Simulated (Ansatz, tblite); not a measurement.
# (ZnS)12 cage of four- and six-membered rings (Zn12S12): rung by rung

One table from this session's results is given with a row withheld; the runs are named, their logs left out.

Computed with Ansatz 0.2.0, Gaussian basis. Level: as each input shows.

Plan: GFN1-xTB, GFN2-xTB, PBE-D4/def2-SVP, r2SCAN-D4/def2-SVP, HF/def2-SVP, PBE0-D4/def2-TZVP, PBE-D4/def2-TZVP, HF/STO-3G, MP2/def2-SVP.

2 further runs of the same task are left out: 2 set aside as unsound or not needed.

## The relaxed structure

The singlet was relaxed beforehand with PBE-D4/def2-SVP.

24 atoms, charge 0, spin multiplicity 1.

Bond lengths: S1–Zn13 2.333 Å, S1–Zn14 2.333 Å, S1–Zn18 2.251 Å, S2–Zn13 2.333 Å, S2–Zn14 2.333 Å, S2–Zn15 2.251 Å, S3–Zn15 2.333 Å, S3–Zn16 2.251 Å, S3–Zn22 2.333 Å, S4–Zn13 2.251 Å, S4–Zn16 2.333 Å, S4–Zn17 2.333 Å, S5–Zn16 2.333 Å, S5–Zn17 2.333 Å, S5–Zn23 2.251 Å, S6–Zn17 2.251 Å, S6–Zn18 2.333 Å, S6–Zn19 2.333 Å and more. Angles: Zn13–S1–Zn14 74.7°, Zn13–S1–Zn18 99.3°, Zn14–S1–Zn18 99.3°, Zn13–S2–Zn14 74.7°, Zn13–S2–Zn15 99.3°, Zn14–S2–Zn15 99.3°, Zn15–S3–Zn16 99.3°, Zn15–S3–Zn22 74.7°, Zn16–S3–Zn22 99.3°, Zn13–S4–Zn16 99.3°, Zn13–S4–Zn17 99.3°, Zn16–S4–Zn17 74.7°, Zn16–S5–Zn17 74.7°, Zn16–S5–Zn23 99.3°, Zn17–S5–Zn23 99.3°, Zn17–S6–Zn18 99.3°, Zn17–S6–Zn19 99.3°, Zn18–S6–Zn19 74.7° and more.

PBE0-D4/def2-SVP was run before; its log isn't repeated, and its numbers join the tables.

The first run:

Tight binding, by tblite at 300 K electronic temperature and without a spin-polarisation term:

```python
tblite.interface.Calculator('GFN1-xTB', numbers, positions, charge=0, uhf=0).singlepoint()
```

Tight binding, by tblite at 300 K electronic temperature and without a spin-polarisation term:

```python
tblite.interface.Calculator('GFN2-xTB', numbers, positions, charge=0, uhf=0).singlepoint()
```

start.molden holds the orbitals of an earlier run on this state, given as this run's starting guess.

File in.yaml:

```yaml
crystal:
  periodic: [false, false, false]
  atoms:
    - {symbol: S, position_ang: [-3.432136, -0.806640, 1.489525]}
    - {symbol: S, position_ang: [-2.513797, 2.611040, 1.229536]}
    - {symbol: S, position_ang: [0.158226, 3.336430, -1.868646]}
    - {symbol: S, position_ang: [-2.930751, 0.606171, -2.385590]}
    - {symbol: S, position_ang: [0.179804, -0.338037, -3.808314]}
    - {symbol: S, position_ang: [-1.597326, -3.196178, -1.371784]}
    - {symbol: S, position_ang: [-0.157949, -3.336488, 1.868543]}
    - {symbol: S, position_ang: [-0.179905, 0.337794, 3.808285]}
    - {symbol: S, position_ang: [1.597094, 3.196226, 1.371963]}
    - {symbol: S, position_ang: [2.930829, -0.605988, 2.385580]}
    - {symbol: S, position_ang: [2.513759, -2.611046, -1.229755]}
    - {symbol: S, position_ang: [3.432101, 0.806638, -1.489460]}
    - {symbol: Zn, position_ang: [-3.075566, 0.815020, -0.149000]}
    - {symbol: Zn, position_ang: [-1.926966, 0.703090, 2.436672]}
    - {symbol: Zn, position_ang: [-0.502787, 3.124793, 0.358432]}
    - {symbol: Zn, position_ang: [-0.790681, 1.476359, -2.709267]}
    - {symbol: Zn, position_ang: [-1.523672, -1.250785, -2.501828]}
    - {symbol: Zn, position_ang: [-1.979497, -2.371429, 0.776609]}
    - {symbol: Zn, position_ang: [0.502708, -3.124774, -0.358668]}
    - {symbol: Zn, position_ang: [0.790939, -1.476413, 2.709253]}
    - {symbol: Zn, position_ang: [1.523502, 1.250819, 2.501965]}
    - {symbol: Zn, position_ang: [1.979642, 2.371473, -0.776260]}
    - {symbol: Zn, position_ang: [1.927006, -0.702981, -2.436769]}
    - {symbol: Zn, position_ang: [3.075413, -0.815093, 0.148988]}
basis:
  gaussian: {orbitals: def2-SVP, fitting: {mean_field: def2-universal-jkfit}, initial_orbitals: start.molden}
hamiltonian: {xc: pbe, dispersion: d4}
scf: {omitted_lower_state_checks: [starts]}
output: {forces: true, orbitals: {seedname: orbitals}}
```

Started as:

```
ansatz run in.yaml --threads 4 --pin off --events-out ev --progress --plain --max-ram 46080MiB --backend cuda --devices 0, --max-vram 37GiB
```

Steps of the session up to this table: PBE-D4/def2-SVP; r2SCAN-D4/def2-SVP; HF/def2-SVP; PBE0-D4/def2-TZVP; PBE-D4/def2-TZVP; HF/STO-3G; MP2/def2-SVP.

One of the session's tables, all rows but one given; the rest of the session is left out.

It belongs to the step «Binding energy». 

```
             level  binding an atom (eV)
         HF/STO-3G                 2.059
       HF/def2-SVP                 1.921
   PBE-D4/def2-SVP                 3.012
  PBE-D4/def2-TZVP                     ?
r2SCAN-D4/def2-SVP                 3.117
  PBE0-D4/def2-SVP                 2.987
 PBE0-D4/def2-TZVP                 2.839
      MP2/def2-SVP                 2.699
```

**Question.** Estimate the row for PBE-D4/def2-TZVP.

**Answer.** binding an atom (eV): 2.813. In the column «binding an atom (eV)» it lies between MP2/def2-SVP (2.699) and PBE0-D4/def2-TZVP (2.839).

Limits of these values: Free atoms were run apart at each level; binding is atoms less cluster, divided by the number of atoms, without zero-point or spin-orbit terms.
